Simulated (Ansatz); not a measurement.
**AlGeH₅Si: a ladder of functionals and wavefunction methods**

An exercise on one series of results from a longer session: the logs are not shown, and one member is left open.

Method: functionals in def2-TZVPP, the program's frozen cores in correlated methods; program: Ansatz 0.2.0, Gaussian basis.

Plan: LDA (SPW92), PBE-D4, revPBE-D4, BLYP-D4, r2SCAN-D4, B97M-V, PBE0-D4, B3LYP-D4, r2SCANh-D4, r2SCAN0-D4, HSE06-D4, BHLYP-D4, CAM-B3LYP-D4, LC-ωPBE, ωB97X-V, ωB97M-V, B2PLYP, PBE-QIDH; CCSD(T)/def2-SVP; CCSD(T)/def2-TZVPP; MP2/def2-QZVPP; extrapolation to the limit; RPA on PBE.

### The geometry

The geometry comes from an earlier relaxation with PBE0-D4 in a triple-zeta def2 set; it is a stationary point, not always the lowest conformer.

SMILES `[AlH]1[SiH2][GeH2]1`, 8 atoms, charge 0, spin multiplicity 1.

Atoms are counted from 1 here; the program's logs count them from 0.

Bond lengths: Al1–Si2 2.417 Å, Al1–Ge3 2.450 Å, Al1–H4 1.585 Å, Si2–Ge3 2.442 Å, Si2–H5 1.490 Å, Si2–H6 1.490 Å, Ge3–H7 1.539 Å, Ge3–H8 1.539 Å. Angles: Si2–Al1–Ge3 60.2°, Si2–Al1–H4 150.9°, Ge3–Al1–H4 148.9°, Al1–Si2–Ge3 60.5°, Al1–Si2–H5 121.9°, Al1–Si2–H6 122.1°, Ge3–Si2–H5 116.5°, Ge3–Si2–H6 116.8°, H5–Si2–H6 110.2°, Al1–Ge3–Si2 59.2°, Al1–Ge3–H7 122.9°, Al1–Ge3–H8 123.3°, Si2–Ge3–H7 115.6°, Si2–Ge3–H8 115.9°, H7–Ge3–H8 109.8°.

Set-up of the first run:

Contents of in.yaml:

```yaml
crystal:
  periodic: [false, false, false]
  atoms:
    - {symbol: Al, position_ang: [-1.300185, -0.113455, -1.014969]}
    - {symbol: Si, position_ang: [0.264413, 1.238410, 0.237134]}
    - {symbol: Ge, position_ang: [0.464577, -1.194834, 0.295655]}
    - {symbol: H, position_ang: [-2.550964, -0.249201, -1.979330]}
    - {symbol: H, position_ang: [1.370560, 1.981638, -0.429280]}
    - {symbol: H, position_ang: [-0.114398, 1.911148, 1.511453]}
    - {symbol: H, position_ang: [1.741992, -1.773283, -0.338671]}
    - {symbol: H, position_ang: [0.216104, -1.857524, 1.662211]}
basis:
  gaussian: {orbitals: def2-TZVPP}
hamiltonian: {xc: lda}
output: {orbitals: {seedname: orbitals}}
```

Command:

```bash
$ ansatz run in.yaml --threads 2 --pin off --events-out ev --progress --plain --max-ram 4352MiB
```

Steps of the session up to this table: LDA; PBE-D4 (GGA); revPBE-D4 (GGA); BLYP-D4 (GGA); r2SCAN-D4 (meta-GGA); B97M-V (meta-GGA); PBE0-D4 (hybrid); B3LYP-D4 (hybrid); r2SCANh-D4 (hybrid); r2SCAN0-D4 (hybrid); HSE06-D4 (hybrid); BHLYP-D4 (hybrid); CAM-B3LYP-D4 (range-separated); LC-ωPBE (range-separated); ωB97X-V (range-separated); ωB97M-V (range-separated); B2PLYP (double hybrid); PBE-QIDH (double hybrid).

One of the session's tables, all rows but one given; the rest of the session is left out.

It belongs to the step «Orbital energies across the functionals». 

```
  functional  HOMO (eV)  LUMO (eV)  gap (eV)
 LDA (SPW92)          ?          ?         ?
      PBE-D4      -5.37      -3.35      2.02
   revPBE-D4      -5.33      -3.27      2.06
     BLYP-D4      -5.21      -3.18      2.04
   r2SCAN-D4      -5.57      -3.19      2.38
      B97M-V      -5.59      -3.31      2.28
     PBE0-D4      -6.29      -2.61      3.67
    B3LYP-D4      -6.10      -2.75      3.35
  r2SCANh-D4      -5.90      -2.93      2.98
  r2SCAN0-D4      -6.41      -2.54      3.87
    HSE06-D4      -5.90      -2.99      2.92
    BHLYP-D4      -7.08      -1.76      5.32
CAM-B3LYP-D4      -7.43      -1.57      5.85
     LC-ωPBE      -8.65      -0.57      8.08
     ωB97X-V      -8.36      -0.67      7.70
     ωB97M-V      -8.16      -0.90      7.26
```

Q: Estimate the row for LDA (SPW92) from the others.

As computed: HOMO (eV): -5.46; LUMO (eV): -3.53; gap (eV): 1.93. In the column «HOMO (eV)» it lies between r2SCAN-D4 (-5.57) and PBE-D4 (-5.37).
